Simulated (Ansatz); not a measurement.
Cd2S in Ansatz: the effect of functional

The system is Cd2S.

```xyz
3
Lattice="4.0148 0.0000 0.0000 -2.0074 3.4769 0.0000 0.0000 0.0000 5.8856" Properties=species:S:1:pos:R:3 pbc="T T T"
Cd    0.0000    2.3180    5.4896
Cd    2.0074    1.1590    3.4062
S     0.0000    2.3180    2.1524
```

The cell comes from a database or a generator and needn't be the stable form of this composition.

The cell isn't the ideal one: volume scaled by 1.04.

Alike in all runs:

* Program: Ansatz 0.2.0
* Task: single point
* Potentials or basis: Ansatz PAW
* k mesh: 8 × 8 × 5
* Occupations: fermi-dirac, width 0.05 eV
* Spin: no spin polarisation

```tsv
functional	cutoff	gap on the mesh (eV)	pressure (GPa)	largest force (eV/Å)
LDA	420 eV (not typed: the program's choice for these potentials)	0.28	-6.0	0.30
PBEsol	420 eV (not typed: the program's choice for these potentials)	?	?	?
r2SCAN	500 eV (not typed: the program's choice for these potentials)	0.31	-3.2	0.18
```

Q: What does the run with functional PBEsol give?

A: gap on the mesh 0.26 eV; pressure -4.3 GPa; largest force 0.28 eV/Å.

Caveats: odd divisions of the mesh miss points on the zone boundary, where band edges often lie, so the gap on the mesh can be too wide; the PAW data sets come from PBE, with cores solved anew for the run's functional, which leaves a small shift of forces and pressure.

A k mesh can miss the band edges.
